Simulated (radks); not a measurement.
**Polarisabilities and dispersion coefficients of Co, Co⁺, Co²⁺ and others**

The task here is to estimate one member of a computed series from the others.

The numbers are computed with radks (a radial shooting solver on a logarithmic mesh, Libxc functionals) version 1 (non-relativistic Kohn-Sham, LB94 model potential, spin-unpolarised, spherical densities, point nucleus), except any that are marked as measured or tabulated.

## What is computed

* species: Co ([Ar] 3d7 4s2), Co⁺ ([Ar] 3d8), Co²⁺ ([Ar] 3d7), Co³⁺ ([Ar] 3d6), Co⁴⁺ ([Ar] 3d5), Co⁵⁺ ([Ar] 3d4), Co⁶⁺ ([Ar] 3d3)

LB94 adds a gradient term to the LDA potential that gives it a −1/r tail. It is a model potential with no energy functional, so Etot and Exc are not given.

The first run:

Settings of this run:

```text
Z 27
configuration [Ar] 3d7 4s2
relativity non-relativistic
functional lda,pw
model_potential LB94
spin unpolarised
nucleus point
response adiabatic LDA kernel
```

Steps of the session up to this table: Co, [Ar] 3d7 4s2; Co⁺, [Ar] 3d8; Co²⁺, [Ar] 3d7; Co³⁺, [Ar] 3d6; Co⁴⁺, [Ar] 3d5; Co⁵⁺, [Ar] 3d4; Co⁶⁺, [Ar] 3d3.

One of the session's tables, all rows but one given; the rest of the session is left out.

| species | −ε(HOMO) (eV) | α (bohr³) | α uncoupled (bohr³) | C6 (hartree bohr⁶) |
| --- | --- | --- | --- | --- |
| Co | ? | ? | ? | ? |
| Co⁺ | 19.821 | 7.127 | 9.421 | 24.67 |
| Co²⁺ | 36.297 | 3.159 | 3.973 | 8.999 |
| Co³⁺ | 55.573 | 1.748 | 2.181 | 4.236 |
| Co⁴⁺ | 77.264 | 1.122 | 1.427 | 2.347 |
| Co⁵⁺ | 101.13 | 0.8049 | 1.060 | 1.455 |
| Co⁶⁺ | 127.00 | 0.6274 | 0.8647 | 0.9793 |

Estimate the missing values for Co.

The run gave: −ε(HOMO) (eV): 9.414; α (bohr³): 40.60; α uncoupled (bohr³): 73.37; C6 (hartree bohr⁶): 303.9. In the column «−ε(HOMO) (eV)» it is the lowest.

What this shows: Uncoupled leaves out the potential induced by the response; For heavy and open-shell atoms this level can miss by tens of per cent.
